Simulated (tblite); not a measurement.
# C2H7Cl2FGa2: the cost of one run

Computed with tblite 0.8.0 and PySCF 2.14.0, with density-fitted response routines of our own, on a single molecule in the gas phase. Atoms are numbered from 0 throughout.

### 1 Starting geometry

14 atoms, charge 0, multiplicity 1; geometry from: force field or distance geometry start.

Bonds of the start (Å): C0–Ga1 1.99, Ga1–F2 1.78, F2–Ga3 1.80, Ga3–C4 1.97, C4–Cl5 1.79, Ga3–Cl6 2.21, Cl6–Ga1 2.21, C0–H7 1.10, C0–H8 1.10, C0–H9 1.12, Ga1–H10 1.63, Ga3–H11 1.63, C4–H12 1.12, C4–H13 1.11.

### 2 Optimising the geometry with GFN2-xTB

The job: settings as JSON, then the geometry in Å.

```
{"job": {"kind": "relax", "xc": "GFN2-xTB", "basis": "xTB"}, "charge": 0, "multiplicity": 1}
C      3.090900    -0.055500     0.130300
Ga     1.186000    -0.323800     0.641900
F      0.042300    -0.569400    -0.705700
Ga    -1.247900    -0.156700     0.475600
C     -3.000300     0.370800    -0.240600
Cl    -3.375400     1.987800     0.419100
Cl     0.056700     1.527600     1.078600
H      3.398600    -0.634500    -0.752700
H      3.305200     1.021500     0.034600
H      3.707400    -0.411700     0.989500
H      0.954600    -1.497100     1.749800
H     -1.271500    -1.318300     1.614700
H     -3.782700    -0.319700     0.169800
H     -3.064600     0.378700    -1.347200
```

Started as:

```
$ OMP_NUM_THREADS=1 python probes_run.py task.json out
```

One launch serves the whole session: the jobs run in the order shown.

**Question.** How long does this first job take on 1 thread of Arm Neoverse N1, shared host, and how much memory does it need?

About 2.3 s, with a peak of 0.18 GiB.
